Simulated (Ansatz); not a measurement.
# CH6B2SSi: the cost of one run

Program: Ansatz 0.2.0. Level of theory: RKS B3LYP-D4/def2-SVP. These are calculated values, not measurements.

### 1 Starting point

Bond lengths: Si1–S2 2.088 Å, S2–B3 1.869 Å, B3–B4 1.765 Å, B3–C5 1.542 Å, B4–C5 1.578 Å, Si1–H6 1.522 Å, Si1–H7 1.495 Å, Si1–H8 1.420 Å, B4–H9 1.213 Å, C5–H10 1.112 Å, C5–H11 1.102 Å. Angles (14 of 19 angles, heavy atoms first): Si1–S2–B3 90.7°, S2–B3–B4 151.3°, S2–B3–C5 151.8°, B4–B3–C5 56.5°, B3–B4–C5 54.6°, B3–C5–B4 68.9°, S2–Si1–H6 110.8°, S2–Si1–H7 109.8°, S2–Si1–H8 112.2°, B3–B4–H9 154.0°, C5–B4–H9 149.9°, B3–C5–H10 114.4°, B3–C5–H11 117.3°, B4–C5–H10 115.5°.

As a file:

```xyz
11

Si   -1.0875    0.5636   -1.7831
S     0.9725    0.2310   -1.7044
B     0.8679   -0.1329    0.1254
B     1.0409    0.3544    1.8132
C     0.7216   -1.1075    1.3110
H    -1.4782    1.7428   -0.9045
H    -1.4845    0.9548   -3.1704
H    -1.8309   -0.5785   -1.3826
H     1.0999    1.1651    2.7137
H    -0.3182   -1.4587    1.4918
H     1.5620   -1.7911    1.5105
```

### 2 End point A

Contents of input.yaml:

```yaml
crystal:
  periodic: [false, false, false]
  atoms:
    - { symbol: Si, position_ang: [-1.0875, 0.5636, -1.7831] }
    - { symbol: S, position_ang: [0.9725, 0.231, -1.7044] }
    - { symbol: B, position_ang: [0.8679, -0.1329, 0.1254] }
    - { symbol: B, position_ang: [1.0409, 0.3544, 1.8132] }
    - { symbol: C, position_ang: [0.7216, -1.1075, 1.311] }
    - { symbol: H, position_ang: [-1.4782, 1.7428, -0.9045] }
    - { symbol: H, position_ang: [-1.4845, 0.9548, -3.1704] }
    - { symbol: H, position_ang: [-1.8309, -0.5785, -1.3826] }
    - { symbol: H, position_ang: [1.0999, 1.1651, 2.7137] }
    - { symbol: H, position_ang: [-0.3182, -1.4587, 1.4918] }
    - { symbol: H, position_ang: [1.562, -1.7911, 1.5105] }
basis:
  gaussian: { orbitals: def2-SVP }
hamiltonian:
  xc: b3lyp
  dispersion: d4
relax:
  f_tol: 0.02
  max_steps: 50
output:
  orbitals: {}
```

The run is started by

```console
$ ansatz run input.yaml --threads 2 --pin off --max-ram 3072MiB --backend cpu --events-out ev --progress --plain --runs-dir out
```

**Question.** How long does this run take on 2 threads of AMD EPYC 7R13 (Zen 3), shared host, and how much memory does it need?

About 54 s, with a peak of 0.26 GiB.
